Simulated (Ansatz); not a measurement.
**CH₅FOSn: up Jacob's ladder to CCSD(T)**

An exercise on one series of results from a longer session: the logs are not shown, and one member is left open.

Program: Ansatz 0.2.0, Gaussian basis. Level of theory: functionals in def2-TZVPP, the program's frozen cores in correlated methods. These are calculated values, not measurements.

Levels to be run: LDA (SPW92), PBE-D4, revPBE-D4, BLYP-D4, r2SCAN-D4, B97M-V, PBE0-D4, B3LYP-D4, r2SCANh-D4, r2SCAN0-D4, HSE06-D4, BHLYP-D4, CAM-B3LYP-D4, LC-ωPBE, ωB97X-V, ωB97M-V, B2PLYP, PBE-QIDH; CCSD(T)/def2-SVP; CCSD(T)/def2-TZVPP; MP2/def2-QZVPP; extrapolation to the limit; RPA on PBE.

## Structure used throughout

An earlier PBE0-D4 in a triple-zeta def2 set relaxation fixed the geometry. Sn takes the def2 core potential; no spin-orbit term is included.

SMILES `C[O][SnH2][F]`, 9 atoms, charge 0, spin multiplicity 1.

Atoms are counted from 1 here; the program's logs count them from 0.

Bond lengths: C1–O2 1.409 Å, C1–H5 1.093 Å, C1–H6 1.099 Å, C1–H7 1.096 Å, O2–Sn3 1.945 Å, Sn3–F4 1.923 Å, Sn3–H8 1.701 Å, Sn3–H9 1.692 Å. Angles: O2–C1–H5 108.0°, O2–C1–H6 112.6°, O2–C1–H7 111.9°, H5–C1–H6 107.7°, H5–C1–H7 108.2°, H6–C1–H7 108.2°, C1–O2–Sn3 120.6°, O2–Sn3–F4 105.1°, O2–Sn3–H8 110.5°, O2–Sn3–H9 106.7°, F4–Sn3–H8 104.5°, F4–Sn3–H9 107.3°, H8–Sn3–H9 121.6°.

Set-up of the first run:

File in.yaml:

```yaml
crystal:
  periodic: [false, false, false]
  atoms:
    - {symbol: C, position_ang: [0.518538, 1.372893, 0.070109]}
    - {symbol: O, position_ang: [0.867979, 0.081759, -0.373761]}
    - {symbol: Sn, position_ang: [-0.399463, -1.388413, -0.243779]}
    - {symbol: F, position_ang: [-0.697383, -1.629434, 1.640452]}
    - {symbol: H, position_ang: [1.313338, 2.060460, -0.231110]}
    - {symbol: H, position_ang: [-0.420600, 1.731668, -0.373365]}
    - {symbol: H, position_ang: [0.422056, 1.418188, 1.160875]}
    - {symbol: H, position_ang: [-1.915958, -0.924269, -0.859885]}
    - {symbol: H, position_ang: [0.399891, -2.769053, -0.806436]}
basis:
  gaussian: {orbitals: def2-TZVPP}
hamiltonian: {xc: lda}
output: {orbitals: {seedname: orbitals}}
```

Steps of the session up to this table: LDA; PBE-D4 (GGA); revPBE-D4 (GGA); BLYP-D4 (GGA); r2SCAN-D4 (meta-GGA); B97M-V (meta-GGA); PBE0-D4 (hybrid); B3LYP-D4 (hybrid); r2SCANh-D4 (hybrid); r2SCAN0-D4 (hybrid); HSE06-D4 (hybrid); BHLYP-D4 (hybrid); CAM-B3LYP-D4 (range-separated); LC-ωPBE-D4 (range-separated; the results give it without D4); ωB97X-V (range-separated); ωB97M-V (range-separated); B2PLYP (double hybrid); PBE-QIDH (double hybrid).

One table of the session follows, with a row left open; its other results are not shown here.

It belongs to the step «Orbital energies across the functionals». 

```
  functional  HOMO (eV)  gap (eV)
 LDA (SPW92)      -6.60      4.82
      PBE-D4      -6.46      4.94
   revPBE-D4      -6.40      4.98
     BLYP-D4      -6.38      4.87
   r2SCAN-D4      -6.78      5.60
      B97M-V      -6.93      5.62
     PBE0-D4      -8.04      7.49
    B3LYP-D4      -7.80      6.90
  r2SCANh-D4      -7.38      6.54
  r2SCAN0-D4      -8.27      7.95
    HSE06-D4      -7.63      6.71
    BHLYP-D4      -9.59      9.79
CAM-B3LYP-D4          ?         ?
     LC-ωPBE     -10.84     12.37
     ωB97X-V     -10.52     11.90
     ωB97M-V     -10.45     11.48
```

Q: Estimate the row for CAM-B3LYP-D4 from the others.

The run gave: HOMO (eV): -9.51; gap (eV): 9.84. In the column «HOMO (eV)» it lies between BHLYP-D4 (-9.59) and r2SCAN0-D4 (-8.27).
